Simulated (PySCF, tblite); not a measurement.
# C₄H₁₇NSi₃: geometry, infrared bands and NMR shifts

Wanted: the infrared bands and NMR shifts of C₄H₁₇NSi₃ (`CC(C)(C[SiH2][SiH3])N[SiH3]`), by calculation.

Programs: tblite 0.8.0 and PySCF 2.14.0, with density-fitted response routines of our own. Each step states its level of theory. These are calculated values for one molecule in the gas phase, unless marked as measured. Atoms are numbered from 0 throughout.

## (1) Starting geometry

25 atoms, charge 0, multiplicity 1; geometry from: force field or distance geometry start.

Bonds of the start (Å): C0–C1 1.55, C1–C2 1.53, C1–C3 1.56, C3–Si4 1.87, Si4–Si5 2.29, C1–N6 1.48, N6–Si7 1.71, C0–H8 1.10, C0–H9 1.09, C0–H10 1.09, C2–H11 1.10, C2–H12 1.11, C2–H13 1.09, C3–H14 1.10, C3–H15 1.08, Si4–H16 1.49, Si4–H17 1.49, Si5–H18 1.49, Si5–H19 1.50, Si5–H20 1.49, N6–H21 1.02, Si7–H22 1.48, Si7–H23 1.48, Si7–H24 1.47.

## (2) Relaxing the molecule with GFN2-xTB

What the job is given:

```
{"job": {"kind": "relax", "xc": "GFN2-xTB", "basis": "xTB"}, "charge": 0, "multiplicity": 1}
C     -1.218200    -1.730100    -1.117600
C     -0.570400    -0.430400    -0.590000
C     -1.383000     0.768900    -1.068600
C      0.880900    -0.379200    -1.160500
Si     1.989500     1.094000    -0.841800
Si     2.547400     1.332800     1.365000
N     -0.471300    -0.503100     0.884700
Si    -1.696900    -0.387700     2.069000
H     -2.257600    -1.832400    -0.773000
H     -1.251800    -1.731200    -2.208500
H     -0.681600    -2.623000    -0.798100
H     -1.323000     0.874600    -2.159200
H     -2.461200     0.660600    -0.823400
H     -1.052900     1.713100    -0.626000
H      1.428800    -1.268100    -0.814000
H      0.816600    -0.484700    -2.232300
H      3.236500     0.898300    -1.639500
H      1.350900     2.325700    -1.383500
H      3.000300     0.032500     1.936900
H      3.681000     2.301100     1.516700
H      1.416100     1.852900     2.189100
H      0.069300    -1.329600     1.138400
H     -2.593400    -1.543600     1.879700
H     -2.423700     0.881800     1.876900
H     -1.043600    -0.469200     3.388900
```

Launch:

```sh
$ OMP_NUM_THREADS=1 python probes_run.py task.json out
```

This one command runs all jobs of the session in turn.

**Question.** This job is followed by: GFN2-xTB harmonic vibrations, gas phase; GIAO PBE0/pcSseg-1 NMR shielding, non-relativistic, gas phase. What will the session give for the following? strongest single infrared mode (GFN2-xTB); zero-point energy (GFN2-xTB); 13C shifts against TMS (PBE0/pcSseg-1, means over atoms taken as alike); 1H shifts against TMS (PBE0/pcSseg-1, means over atoms taken as alike); 29Si shifts against TMS (PBE0/pcSseg-1); 15N shifts against NH3 (PBE0/pcSseg-1).

**Answer**, as computed:

| quantity | value |
| --- | --- |
| strongest single infrared mode (GFN2-xTB) | 2254 cm⁻¹, 464 km/mol |
| zero-point energy (GFN2-xTB) | 119.8 kcal/mol |
| 13C shifts against TMS (PBE0/pcSseg-1, means over atoms taken as alike) | 51.7, 34.2, 33.7 ppm |
| 1H shifts against TMS (PBE0/pcSseg-1, means over atoms taken as alike) | 4.57, 3.85, 3.49, 1.30, 1.11, -0.37 ppm |
| 29Si shifts against TMS (PBE0/pcSseg-1) | -67.0, -86.5, -114.8 ppm |
| 15N shifts against NH3 (PBE0/pcSseg-1) | 59.2 ppm |

Over 111 steps the energy fell by 0.314 eV; of the close pairs, C3–Si4 changed most, 1.871 to 1.910 Å. All 69 modes are real, so the xTB geometry is a minimum. The strongest single mode, at 2254 cm⁻¹, moves mainly H20. GFN2-xTB is a fitted tight-binding method: band positions and strengths are rough. Its intensities can rank the bands wrongly. At PBE0/pcSseg-1: The widest tensor belongs to Si7: span 97 ppm, with a paramagnetic part of -465 ppm.
